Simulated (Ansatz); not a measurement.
**GeAsH₂+ (quintet): from Hartree-Fock to the top rungs, cc-pVDZ**

How much of the correlation energy of GeAsH₂+ (quintet) does each wave-function method recover here?

Computed with Ansatz 0.2.0, Gaussian basis. Level: cc-pVDZ, core rule «outside noble gas», up to 28 orbitals frozen.

To be run: UHF; CCSD(T) on ROHF; CCSD(T) on UHF; BCCD(T) on ROHF; CISD; CCSDT(Q) on ROHF; CCSDT(Q) on UHF; CCSDTQ on ROHF; CASSCF and MRCISD+Q, 10 electrons in 10 orbitals; CASSCF and NEVPT2, 10 electrons in 10 orbitals.

4 further runs of the same task are left out: 4 set aside as unsound or not needed.

## Step 1: What is computed

The geometry is a PBE0/def2-TZVP stationary point (not a proven minimum) of the parent state, kept for this charge and spin. No spin-orbit coupling is included. The filled d shell of Ge, As may be among the frozen orbitals whatever the setting's name suggests; the logs give the count.

4 atoms, charge 1, spin multiplicity 5.

Atoms are counted from 1 here; the program's logs count them from 0.

Bond lengths: Ge1–As2 2.476 Å, Ge1–H3 1.556 Å, Ge1–H4 1.556 Å. Angles: As2–Ge1–H3 109.5°, As2–Ge1–H4 109.5°, H3–Ge1–H4 105.6°.

As a file:

| atom | x (Å) | y (Å) | z (Å) |
| --- | --- | --- | --- |
| Ge1 | 0.0424 | 0.0000 | 1.2324 |
| As2 | -0.0215 | 0.0000 | -1.2425 |
| H3 | -0.7284 | 1.2396 | 1.7713 |
| H4 | -0.7284 | -1.2396 | 1.7713 |

## Step 2: UHF

The input, in.yaml:

```yaml
crystal:
  periodic: [false, false, false]
  atoms:
    - {symbol: Ge, position_ang: [0.042430, 0.000000, 1.232357]}
    - {symbol: As, position_ang: [-0.021540, 0.000000, -1.242487]}
    - {symbol: H, position_ang: [-0.728368, 1.239617, 1.771279]}
    - {symbol: H, position_ang: [-0.728367, -1.239618, 1.771279]}
basis:
  gaussian: {orbitals: cc-pVDZ}
total_charge: 1
magnetization: {spin_polarized: true, initial_magnetization: 4}
hamiltonian: {xc: hf}
output: {orbitals: {seedname: orbitals}}
```

The run is started by

```bash
ansatz run in.yaml --threads 1 --pin off --events-out ev --progress --plain --max-ram 4096MiB --backend cpu
```

The runs that follow: CCSD(T) on ROHF; CCSD(T) on UHF; BCCD(T) on ROHF; CISD; CCSDT(Q) on ROHF; CCSDT(Q) on UHF; CCSDTQ on ROHF; CASSCF and MRCISD+Q, 10 electrons in 10 orbitals; CASSCF and NEVPT2, 10 electrons in 10 orbitals.

Q: Predict the results of all the runs planned. Wanted: RCCSDTQ below the RHF energy; RMP2 from RCCSDTQ; UMP2 from RCCSDTQ; RCCSD from RCCSDTQ; RCCSD(T) from RCCSDTQ; UCCSD(T) from RCCSDTQ; RCCSDT(Q) from RCCSDTQ; UCCSDT(Q) from RCCSDTQ; NEVPT2 valence from RCCSDTQ.

The runs gave:

| quantity | value |
| --- | --- |
| RCCSDTQ below the RHF energy | -4.5095 eV |
| RMP2 from RCCSDTQ | +101.9 kJ/mol |
| UMP2 from RCCSDTQ | +99.9 kJ/mol |
| RCCSD from RCCSDTQ | +13.2 kJ/mol |
| RCCSD(T) from RCCSDTQ | +3.2 kJ/mol |
| UCCSD(T) from RCCSDTQ | +1.0 kJ/mol |
| RCCSDT(Q) from RCCSDTQ | +0.1 kJ/mol |
| UCCSDT(Q) from RCCSDTQ | -2.1 kJ/mol |
| NEVPT2 valence from RCCSDTQ | +80.9 kJ/mol |
| MRCISD+Q valence from RCCSDTQ | +1.7 kJ/mol |
| levels within 1 kcal/mol (43 meV) | RCCSD(T), UCCSD(T), BCCD(T), RCCSDT, UCCSDT, RCCSDT(Q), UCCSDT(Q), MRCISD+Q valence |
| T1 diagnostic | 0.021 |
| effectively unpaired electrons | 4.02 |

**Reading.** RCCSD(T) lands +3.2 kJ/mol from the yardstick (0.7 % of the correlation energy). CCSD(T) misses by +3.2 kJ/mol on the restricted determinant and by +1.0 kJ/mol on the unrestricted one; the two need not hold the same state or core. One determinant dominates. Of the multireference levels listed MRCISD+Q valence comes nearest in total energy (+1.7 kJ/mol), which doesn't show that its space is the better one. These misses are within one basis, not against nature; the frozen cores of restricted and unrestricted runs differ, which can shift their rows.
